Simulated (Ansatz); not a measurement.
**C₂H₆O₂Sn: one species, many methods**

One table from this session's results is given with a row withheld; the runs are named, their logs left out.

Program: Ansatz 0.2.0, Gaussian basis. Level of theory: functionals in def2-TZVPP, the program's frozen cores in correlated methods. These are calculated values, not measurements.

Levels to be run: PBE-D4, r2SCAN-D4, PBE0-D4, B3LYP-D4, ωB97X-V, ωB97M-V, B2PLYP; CCSD(T)/def2-TZVPP; MP2/def2-QZVPP; extrapolation to the limit.

## Structure used throughout

All runs share one geometry, relaxed beforehand with PBE0-D4 in a triple-zeta def2 set. Sn takes the def2 core potential; no spin-orbit term is included.

SMILES `OC(O)=[CH][SnH3]`, 11 atoms, charge 0, spin multiplicity 1.

Atoms are counted from 1 here; the program's logs count them from 0.

Bond lengths: O1–C2 1.348 Å, O1–H6 0.967 Å, C2–O3 1.340 Å, C2–C4 1.338 Å, O3–H7 0.964 Å, C4–Sn5 2.092 Å, C4–H8 1.082 Å, Sn5–H9 1.726 Å, Sn5–H10 1.707 Å, Sn5–H11 1.707 Å. Angles: C2–O1–H6 109.7°, O1–C2–O3 110.0°, O1–C2–C4 127.3°, O3–C2–C4 122.6°, C2–O3–H7 108.1°, C2–C4–Sn5 123.7°, C2–C4–H8 115.9°, Sn5–C4–H8 120.4°, C4–Sn5–H9 105.5°, C4–Sn5–H10 112.7°, C4–Sn5–H11 112.7°, H9–Sn5–H10 108.3°, H9–Sn5–H11 108.3°, H10–Sn5–H11 109.1°.

Set-up of the first run:

File in.yaml:

```yaml
crystal:
  periodic: [false, false, false]
  atoms:
    - {symbol: O, position_ang: [0.583487, 0.408621, 1.652088]}
    - {symbol: C, position_ang: [0.892856, -0.492486, 0.697846]}
    - {symbol: O, position_ang: [1.899204, -1.273216, 1.112588]}
    - {symbol: C, position_ang: [0.317675, -0.634174, -0.501771]}
    - {symbol: Sn, position_ang: [-1.253909, 0.565939, -1.184781]}
    - {symbol: H, position_ang: [-0.142865, 0.968705, 1.347042]}
    - {symbol: H, position_ang: [2.151744, -0.991395, 1.999016]}
    - {symbol: H, position_ang: [0.714443, -1.423829, -1.126471]}
    - {symbol: H, position_ang: [-1.578207, 1.675865, 0.097226]}
    - {symbol: H, position_ang: [-0.842162, 1.462844, -2.577289]}
    - {symbol: H, position_ang: [-2.676968, -0.323776, -1.494893]}
basis:
  gaussian: {orbitals: def2-TZVPP}
hamiltonian: {xc: pbe, dispersion: d4}
output: {forces: true, orbitals: {seedname: orbitals}}
```

Launch:

```
> ansatz run in.yaml --threads 4 --pin off --events-out ev --progress --plain --max-ram 10444MiB
```

Among the steps run: PBE-D4 (GGA); r2SCAN-D4 (meta-GGA); PBE0-D4 (hybrid); B3LYP-D4 (hybrid); ωB97X-V (range-separated); ωB97M-V (range-separated); B2PLYP (double hybrid); CCSD(T) in def2-TZVPP; MP2 in def2-QZVPP.

One of the session's tables, all rows but one given; the rest of the session is left out.

```
            method  atomisation energy (kcal/mol)
            PBE-D4                          945.8
         r2SCAN-D4                          924.8
           PBE0-D4                          921.8
          B3LYP-D4                          918.0
           ωB97X-V                          925.8
           ωB97M-V                              ?
            B2PLYP                          908.4
     HF/def2-TZVPP                          628.6
    MP2/def2-TZVPP                          913.9
   CCSD/def2-TZVPP                          882.0
CCSD(T)/def2-TZVPP                          899.8
           MP2/CBS                          939.8
       CCSD(T)/CBS                          925.7
```

Q: Estimate the row for ωB97M-V from the others.

As computed: atomisation energy (kcal/mol): 924.3. In the column «atomisation energy (kcal/mol)» it lies between PBE0-D4 (921.8) and r2SCAN-D4 (924.8).

Caveats from the session: Free atoms (2 O, 2 C, 1 Sn, 6 H) were run apart at each level; the atomisation energy is their sum less the molecule, without zero-point or spin-orbit terms.
